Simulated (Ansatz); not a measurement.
Consider an atomisation energy of F2HSi, SMILES F[SiH]F (the Ansatz DFT code, driven from Python).

`f2hsi.py`
```python
# -*- coding: utf-8 -*-
from collections import Counter

import ansatz
from ase import Atoms

config = {
    "basis_set": "def2-TZVP",
    "level": "ccsd_t",
}


def total_energy(molecule, charge=0, unpaired=0):
    calc = molecule.calculation().basis(gaussian=config["basis_set"]).correlation(config["level"])
    if charge:
        calc = calc.charge(charge)
    if unpaired:
        calc = calc.spin("collinear", total=unpaired)
    report = calc.run().report
    if report["published_state_doubts"]:
        print("  doubts:", report["published_state_doubts"])
    return report["free_energy_ev"]

atoms = Atoms(["F", "Si", "F", "H"], positions=[
    [1.22695, 0.65298, -0.41028],
    [-0.02806, -0.34289, -0.30109],
    [-1.2342, 0.71624, -0.25278],
    [0.03531, -1.02633, 0.96415],
])
geometry = ansatz.Crystal.molecule_from_ase(atoms)

unpaired = {"F": 1, "Si": 2, "H": 1}
counts = Counter(site.symbol for site in geometry.cartesian_sites)
atom_energy = {s: total_energy(ansatz.Crystal.molecule().atom(s, (0, 0, 0)), 0, unpaired[s]) for s in counts}
whole = total_energy(geometry, 0, 1)
for s, e in atom_energy.items():
    print(f"{s:2s} x{counts[s]}  {e:14.5f} eV")
print(f"F2HSi: {whole:.5f} eV")
split = sum(counts[s] * e for s, e in atom_energy.items()) - whole
print(f"atomisation energy (no zero-point term): {23.060548 * split:.1f} kcal/mol, {split / sum(counts.values()):.3f} eV an atom")
```

What does it cost to take this molecule apart into atoms?

329.2 kcal/mol from the electronic energies, without the zero-point term.

The run itself:

```console
$ python f2hsi.py
F  x2     -2710.93587 eV
Si x1     -7862.09723 eV
H  x1       -13.60052 eV
F2HSi: -13311.84699 eV
atomisation energy (no zero-point term): 329.2 kcal/mol, 3.569 eV an atom
```

Caveats:
- Total energies depend on the basis set; only differences at equal settings carry meaning.
- The geometry is a force-field or estimated start, not a minimum of this method, and the basis set is short of its limit. All parts are taken at fixed geometry, without zero-point energy.
- The species is open-shell (spin multiplicity 2).
- Wall time of the script: 27 s on 1 thread of Arm Neoverse V2, with other jobs on the host, peak memory 0.85 GiB.
